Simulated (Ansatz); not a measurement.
**CH₆BClSSi: small, medium and large basis sets**

One table from this session's results is given with a row withheld; the runs are named, their logs left out.

Program: Ansatz 0.2.0, Gaussian basis. Level of theory: one geometry, several basis sets. These are calculated values, not measurements.

The runs, in order: PBE0-D4/def2-SVP; ωB97M-V/def2-SVP; PBE0-D4/def2-QZVPP; ωB97M-V/def2-QZVPP; the functionals' def2-TZVPP values are taken from earlier runs.

### Structure used throughout

An earlier PBE0-D4 in a triple-zeta def2 set relaxation fixed the geometry.

SMILES `BS[SiH](C)Cl`, 11 atoms, charge 0, spin multiplicity 1.

Atoms are counted from 1 here; the program's logs count them from 0.

Bond lengths: B1–S2 1.773 Å, B1–H6 1.192 Å, B1–H7 1.196 Å, S2–Si3 2.153 Å, Si3–C4 1.852 Å, Si3–Cl5 2.056 Å, Si3–H8 1.480 Å, C4–H9 1.092 Å, C4–H10 1.092 Å, C4–H11 1.093 Å. Angles: S2–B1–H6 117.3°, S2–B1–H7 121.4°, H6–B1–H7 121.3°, B1–S2–Si3 97.3°, S2–Si3–C4 111.5°, S2–Si3–Cl5 106.6°, S2–Si3–H8 108.9°, C4–Si3–Cl5 109.2°, C4–Si3–H8 112.7°, Cl5–Si3–H8 107.6°, Si3–C4–H9 110.2°, Si3–C4–H10 110.4°, Si3–C4–H11 110.1°, H9–C4–H10 108.7°, H9–C4–H11 108.7°, H10–C4–H11 108.7°.

The first run:

in.yaml

```yaml
crystal:
  periodic: [false, false, false]
  atoms:
    - {symbol: B, position_ang: [-1.305742, 1.133305, 1.413437]}
    - {symbol: S, position_ang: [-1.871506, 0.284042, -0.036937]}
    - {symbol: Si, position_ang: [0.039586, 0.100537, -1.011080]}
    - {symbol: C, position_ang: [1.121480, -1.137575, -0.158684]}
    - {symbol: Cl, position_ang: [-0.338314, -0.536609, -2.929054]}
    - {symbol: H, position_ang: [-2.118381, 1.396529, 2.244276]}
    - {symbol: H, position_ang: [-0.156132, 1.432524, 1.551344]}
    - {symbol: H, position_ang: [0.664083, 1.439002, -1.098101]}
    - {symbol: H, position_ang: [1.327887, -0.817350, 0.865164]}
    - {symbol: H, position_ang: [0.632420, -2.113177, -0.127979]}
    - {symbol: H, position_ang: [2.069916, -1.238228, -0.691786]}
basis:
  gaussian: {orbitals: def2-SVP}
hamiltonian: {xc: pbe0, dispersion: d4}
output: {orbitals: {seedname: orbitals}}
```

Among the steps run: PBE0-D4 in def2-SVP; ωB97M-V in def2-SVP; PBE0-D4 in def2-QZVPP; ωB97M-V in def2-QZVPP.

One of the session's tables, all rows but one given; the rest of the session is left out.

It belongs to the step «Density functionals: the series». 

| functional | basis | HOMO (eV) |
| --- | --- | --- |
| PBE0-D4 | def2-SVP | -8.30 |
| PBE0-D4 | def2-TZVPP | -8.32 |
| PBE0-D4 | def2-QZVPP | -8.34 |
| ωB97M-V | def2-SVP | -10.41 |
| ωB97M-V | def2-TZVPP | -10.47 |
| ωB97M-V | def2-QZVPP | ? |

**Question.** Estimate the row for ωB97M-V, def2-QZVPP.

As computed: HOMO (eV): -10.49. In the column «HOMO (eV)» it is the lowest.
